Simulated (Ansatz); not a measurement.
# C9H25NSi2: basis-set convergence

How large a basis does C9H25NSi2 need? Two functionals are run in growing sets.

Program: Ansatz 0.2.0, Gaussian basis. Level of theory: one geometry, several basis sets. These are calculated values, not measurements.

Plan: PBE0-D4/def2-SVP; ωB97M-V/def2-SVP; PBE0-D4/def2-QZVPP; ωB97M-V/def2-QZVPP; the functionals' def2-TZVPP values are taken from earlier runs.

**1. Structure used throughout**

The geometry comes from an earlier relaxation with PBE0-D4 in a triple-zeta def2 set; it is a stationary point, not always the lowest conformer.

SMILES `C[SiH](C)N(C(C)(C)C)[Si](C)(C)C`, 37 atoms, charge 0, spin multiplicity 1.

Atoms are counted from 1 here; the program's logs count them from 0.

Bond lengths: C1–Si2 1.877 Å, C1–H13 1.093 Å, C1–H14 1.094 Å, C1–H15 1.092 Å, Si2–C3 1.874 Å, Si2–N4 1.744 Å, Si2–H16 1.489 Å, C3–H17 1.094 Å, C3–H18 1.091 Å, C3–H19 1.093 Å, N4–C5 1.483 Å, N4–Si9 1.762 Å, C5–C6 1.529 Å, C5–C7 1.528 Å, C5–C8 1.529 Å, C6–H20 1.092 Å, C6–H21 1.093 Å, C6–H22 1.087 Å and more. Angles: Si2–C1–H13 110.3°, Si2–C1–H14 109.2°, Si2–C1–H15 113.9°, H13–C1–H14 107.7°, H13–C1–H15 108.0°, H14–C1–H15 107.5°, C1–Si2–C3 110.0°, C1–Si2–N4 114.8°, C1–Si2–H16 105.6°, C3–Si2–N4 116.0°, C3–Si2–H16 105.7°, N4–Si2–H16 103.5°, Si2–C3–H17 108.5°, Si2–C3–H18 113.5°, Si2–C3–H19 110.8°, H17–C3–H18 107.8°, H17–C3–H19 107.7°, H18–C3–H19 108.4° and more.

**2. PBE0-D4 in def2-SVP**

The input, in.yaml:

```yaml
crystal:
  periodic: [false, false, false]
  atoms:
    - {symbol: C, position_ang: [-2.853916, -0.508386, -0.763802]}
    - {symbol: Si, position_ang: [-1.657215, -0.181006, 0.645125]}
    - {symbol: C, position_ang: [-2.403920, 1.048900, 1.846507]}
    - {symbol: N, position_ang: [-0.014334, 0.132795, 0.152525]}
    - {symbol: C, position_ang: [0.326335, 1.290237, -0.710526]}
    - {symbol: C, position_ang: [1.628383, 1.950249, -0.257142]}
    - {symbol: C, position_ang: [-0.748581, 2.372026, -0.620113]}
    - {symbol: C, position_ang: [0.437363, 0.847568, -2.170077]}
    - {symbol: Si, position_ang: [1.046879, -1.247370, 0.427032]}
    - {symbol: C, position_ang: [1.202867, -1.581734, 2.265437]}
    - {symbol: C, position_ang: [2.818375, -1.064091, -0.178383]}
    - {symbol: C, position_ang: [0.386263, -2.767818, -0.458234]}
    - {symbol: H, position_ang: [-2.455083, -1.277972, -1.429410]}
    - {symbol: H, position_ang: [-3.799061, -0.878570, -0.354761]}
    - {symbol: H, position_ang: [-3.080672, 0.373608, -1.366252]}
    - {symbol: H, position_ang: [-1.557999, -1.465291, 1.392785]}
    - {symbol: H, position_ang: [-3.241068, 0.566997, 2.360731]}
    - {symbol: H, position_ang: [-2.783659, 1.951485, 1.365776]}
    - {symbol: H, position_ang: [-1.673593, 1.343329, 2.604061]}
    - {symbol: H, position_ang: [1.574976, 2.190270, 0.807180]}
    - {symbol: H, position_ang: [1.787218, 2.879795, -0.809945]}
    - {symbol: H, position_ang: [2.495869, 1.317561, -0.425328]}
    - {symbol: H, position_ang: [-1.733144, 2.007843, -0.920016]}
    - {symbol: H, position_ang: [-0.492553, 3.193059, -1.293010]}
    - {symbol: H, position_ang: [-0.816055, 2.774843, 0.391595]}
    - {symbol: H, position_ang: [0.708704, 1.687244, -2.816103]}
    - {symbol: H, position_ang: [1.196391, 0.072821, -2.290692]}
    - {symbol: H, position_ang: [-0.515153, 0.441107, -2.517866]}
    - {symbol: H, position_ang: [0.250678, -1.828113, 2.736849]}
    - {symbol: H, position_ang: [1.889201, -2.416782, 2.436216]}
    - {symbol: H, position_ang: [1.613808, -0.703712, 2.771872]}
    - {symbol: H, position_ang: [3.271981, -2.055146, -0.070014]}
    - {symbol: H, position_ang: [2.920388, -0.777519, -1.226143]}
    - {symbol: H, position_ang: [3.405238, -0.373640, 0.429966]}
    - {symbol: H, position_ang: [1.032356, -3.629997, -0.267464]}
    - {symbol: H, position_ang: [0.367468, -2.599892, -1.539237]}
    - {symbol: H, position_ang: [-0.624239, -3.033499, -0.142143]}
basis:
  gaussian: {orbitals: def2-SVP}
hamiltonian: {xc: pbe0, dispersion: d4}
output: {orbitals: {seedname: orbitals}}
```

After this run come: ωB97M-V in def2-SVP; PBE0-D4 in def2-QZVPP; ωB97M-V in def2-QZVPP.

**Question.** What will the summary of the whole plan be? Wanted: PBE0-D4: double and triple zeta above quadruple; ωB97M-V: double and triple zeta above quadruple.

**Answer**, as computed:

| quantity | value |
| --- | --- |
| PBE0-D4: double and triple zeta above quadruple | 19.16, 1.19 eV |
| ωB97M-V: double and triple zeta above quadruple | 19.95, 1.13 eV |

PBE0-D4 gains 17.97 eV from double to triple zeta, then 1.19 eV more. These are total energies; as a rule much of such shifts cancels in differences, which this series doesn't test. The LUMO of ωB97M-V is positive and keeps falling with the basis (2.88 to 1.41 eV): an unbound level that the basis holds in place.
